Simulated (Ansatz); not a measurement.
# Te2Mo: the cost of one run

Method: reference: DFT PBE, plane waves, PAW, scalar-relativistic, no spin polarisation, in Ansatz 0.2.0.

## 1. Starting point

Symmetry: P6_3/mmc, No. 194, hexagonal system. Conventional cell: a = 3.505 Å, b = 3.505 Å, c = 13.752 Å, α = 90.00°, β = 90.00°, γ = 120.00°. Te (site symmetry 3m) is surrounded by 3 Mo at 2.66 Å. Around Mo (site symmetry -6m2) lie 6 Te at 2.66 Å.

Structure file:

```
CELL_PARAMETERS angstrom
1.75261 3.03561 0.00000
-1.75261 3.03561 0.00000
0.00000 0.00000 13.75225
ATOMIC_POSITIONS crystal
Te 0.33330 0.33340 0.62500
Te 0.66660 0.66670 0.12500
Te 0.33330 0.33340 0.87500
Te 0.66670 0.66670 0.37500
Mo 0.33330 0.33340 0.25000
Mo 0.66660 0.66670 0.75000
```

## 2. Baseline

Contents of input.yaml:

```yaml
crystal:
  lattice:
    - [1.752612, 3.035611, 0.0]
    - [-1.752612, 3.035611, 0.0]
    - [0.0, 0.0, 13.752245]
  atoms:
    - { symbol: Te, position: [0.3333, 0.3334, 0.625] }
    - { symbol: Te, position: [0.6666, 0.6667, 0.125] }
    - { symbol: Te, position: [0.3333, 0.3334, 0.875] }
    - { symbol: Te, position: [0.6667, 0.6667, 0.375] }
    - { symbol: Mo, position: [0.3333, 0.3334, 0.25] }
    - { symbol: Mo, position: [0.6666, 0.6667, 0.75] }
  symmetry: { tolerance: 0.0003 }
kpoints:
  mp_grid: { grid: [6, 6, 2], shift: [0, 0, 0] }
magnetization:
  spin_polarized: false
scf:
  occupations: { method: fermi_dirac }
hamiltonian:
  pseudopotentials: { kind: paw }
  xc: pbe
basis:
  ecutwfc: 420
output:
  forces: true
  stress: true
  eigenvalues: true
```

Started as:

```console
ansatz run input.yaml --threads 1 --pin off --max-ram 2560MiB --backend cpu --events-out ev --progress --plain --runs-dir out
```

What time and memory should one allow on 1 thread of Intel Xeon Gold 6455B (Sapphire Rapids), shared host?

About 2.9 s, with a peak of 0.46 GiB.
